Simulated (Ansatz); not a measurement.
# RbMnBr3: the cost of one run

Program: Ansatz 0.2.0. Level of theory: DFT LDA+U (U = 7 eV, J = 0.9 eV on Mn d), plane waves, PAW. These are calculated values, not measurements.

### 1 The structure to begin with

It takes space group P6_3/mmc (No. 194, hexagonal). The conventional cell has a = 7.560 Å, b = 7.560 Å, c = 6.350 Å, α = 90.00°, β = 90.00°, γ = 120.00°. Rb (site symmetry -6m2) has 12 Br at 3.78 to 3.87 Å in its first shell of neighbours. Around Mn (site symmetry -3m) lie 6 Br at 2.68 Å. Br (site symmetry mm2) is surrounded by 2 Mn at 2.68 Å and 4 Rb at 3.78 to 3.87 Å.

Structure file:

```cif
data_structure
_symmetry_space_group_name_H-M 'P 1'
_symmetry_Int_Tables_number 1
_cell_length_a 7.5600
_cell_length_b 7.5600
_cell_length_c 6.3500
_cell_angle_alpha 90.000
_cell_angle_beta 90.000
_cell_angle_gamma 120.000
_cell_volume 314.30
loop_
_atom_site_label
_atom_site_type_symbol
_atom_site_fract_x
_atom_site_fract_y
_atom_site_fract_z
_atom_site_occupancy
Rb1 Rb 0.33333 0.66667 0.75000 1
Rb2 Rb 0.66667 0.33333 0.25000 1
Mn1 Mn 0.00000 0.00000 0.00000 1
Mn2 Mn 0.00000 0.00000 0.50000 1
Br1 Br 0.16500 0.33000 0.25000 1
Br2 Br 0.83500 0.16500 0.75000 1
Br3 Br 0.67000 0.83500 0.25000 1
Br4 Br 0.83500 0.67000 0.75000 1
Br5 Br 0.16500 0.83500 0.25000 1
Br6 Br 0.33000 0.16500 0.75000 1
```

Magnetic order typed: opposed in the cell.

An earlier series on this cell reached its lowest free state from «random orbitals: single harmonics, first filling», perhaps among other starts.

### 2 From atoms, default search

input.yaml reads:

```yaml
crystal:
  lattice:
    - [7.55999905, 0.0, 0.0]
    - [-3.77999953, 6.54715123, 0.0]
    - [0.0, 0.0, 6.34999995]
  atoms:
    - { symbol: Rb, position: [0.3333333333, 0.6666666667, 0.75] }
    - { symbol: Rb, position: [0.6666666667, 0.3333333333, 0.25] }
    - { symbol: Mn, position: [0.0, 0.0, 0.0], spin: 5.0 }
    - { symbol: Mn, position: [0.0, 0.0, 0.5], spin: -5.0 }
    - { symbol: Br, position: [0.165, 0.33, 0.25] }
    - { symbol: Br, position: [0.835, 0.165, 0.75] }
    - { symbol: Br, position: [0.67, 0.835, 0.25] }
    - { symbol: Br, position: [0.835, 0.67, 0.75] }
    - { symbol: Br, position: [0.165, 0.835, 0.25] }
    - { symbol: Br, position: [0.33, 0.165, 0.75] }
basis:
  ecutwfc: 420
  ecutrho_ratio: 4
kpoints:
  mp_grid: { grid: [3, 3, 3] }
hamiltonian:
  xc: lda
  hubbard:
    sites:
      - { site: 2, l: d, u: 7.0, j: 0.9 }
      - { site: 3, l: d, u: 7.0, j: 0.9 }
scf:
  occupations: { method: gaussian, width: 0.05 }
output:
  forces: true
  stress: true
  eigenvalues: true
  populations: true
  hubbard: { sites: [{ site: 2, l: d }, { site: 3, l: d }] }
  write_density: true
  write_potential: true
  elf: true
  volumetric_format: npy
magnetization:
  spin_polarized: true
```

Launch:

```console
$ ansatz run input.yaml --threads 8 --pin off --max-ram 12288MiB --backend cpu --events-out ev --progress --plain --runs-dir out
```

Q: Estimate wall time and peak memory on 8 threads of Arm Neoverse V2, shared host.

About 3.8 s, with a peak of 1.1 GiB.
